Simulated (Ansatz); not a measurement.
I need a single point from a YAML input of LuC2, space group I4/mmm. Use the Python package of Ansatz (0.2.0). Level of theory: PBEsol, PAW, cutoff 470 eV, 9×9×9 k-points, cold smearing of 0.05 eV.

The script reads `scf.yaml`:
```yaml
crystal:
  lattice:
    - [-1.782956, 1.782956, 3.02895]
    - [1.782956, -1.782956, 3.02895]
    - [1.782956, 1.782956, -3.02895]
  atoms:
    - { symbol: Lu, position: [0.0, 0.0, 0.0] }
    - { symbol: C, position: [0.607937, 0.607937, 0.0] }
    - { symbol: C, position: [0.392063, 0.392063, 0.0] }
kpoints:
  mp_grid: { grid: [9, 9, 9] }
hamiltonian:
  xc: pbesol
scf:
  occupations: { method: cold, width: 0.05 }
basis:
  ecutwfc: 470
output:
  forces: true
  stress: true
  eigenvalues: true
```

Script `yaml_run_luc2.py`:
```python
"""LuC2 from YAML text."""

import ansatz
import numpy as np

planned = ansatz.Session.from_deck("scf.yaml").plan(threads=1, pin="off")
res = planned.execute()
r = res.report

print("%-22s %14.5f eV" % ("F = E - TS", r["free_energy_ev"]))
print("%-22s %14.5f eV" % ("E", r["internal_energy_ev"]))
print("%-22s %14.5f eV" % ("Harris-Foulkes", r["harris_foulkes_ev"]))
print("%-22s %14.5f eV" % ("Fermi level", r["fermi_energy_ev"]))

# the stress is positive in compression
sigma = r["stress_gpa"]
voigt = [sigma[0][0], sigma[1][1], sigma[2][2], sigma[1][2], sigma[0][2], sigma[0][1]]
print("stress xx yy zz yz xz xy (GPa, compression positive):", " ".join(f"{s:.3f}" for s in voigt))
print("P =", round(10 * float(np.mean(voigt[:3])), 2), "kbar")

# forces, one row an atom
forces = np.array(r["forces_ev_ang"])
norms = np.linalg.norm(forces, axis=1)
print("largest force {:.4f} eV/A on atom {}".format(norms.max(), norms.argmax()))
print(np.array2string(forces, precision=4, suppress_small=True))

edges = r.get("band_edges_ev")
if edges:
    print(f"band edges on the mesh: {edges[0]:.3f} and {edges[1]:.3f} eV, gap {edges[1] - edges[0]:.3f} eV")
else:
    print("no band edges reported (a metal, or a gap too narrow for this smearing); Fermi level", round(r["fermi_energy_ev"], 3), "eV")
```

Output of `python yaml_run_luc2.py`:
```text
F = E - TS               -15105.36037 eV
E                        -15105.36055 eV
Harris-Foulkes           -15105.36037 eV
Fermi level                  14.20181 eV
stress xx yy zz yz xz xy (GPa, compression positive): -4.659 -4.659 -5.977 0.000 -0.000 0.000
P = -50.98 kbar
largest force 0.0649 eV/A on atom 2
[[-0.      0.      0.    ]
 [ 0.     -0.      0.0649]
 [ 0.     -0.     -0.0649]]
no band edges reported (a metal, or a gap too narrow for this smearing); Fermi level 14.202 eV
```

Caveats:
- Absolute energies stand on the zero of these potentials, so only differences at equal settings mean something. A total without «per atom» is that of the cell as typed.
- Under cold or Methfessel-Paxton smearing the entropy term is a generalised one and can be negative.
- The mesh is modest for a metal, so energies can be off by several to tens of meV an atom and pressures by half a GPa or more; differences at equal mesh fare better.
- The zero of the levels is a convention of the potentials, so an absolute Fermi energy is no work function.
- At these settings the cell as given stands under about -5 GPa, so it isn't at this functional's equilibrium volume.
- This cell is a computed structure, which may not be the phase found in nature.
- Gaps and levels are Kohn-Sham values on a finite set of k-points, without spin-orbit coupling.
- It ran for 4.2 s on 1 thread of Arm Neoverse V2, on a shared host, peak memory 0.42 GiB.

(Lines on the test bed's own set-up are left out of the output.)
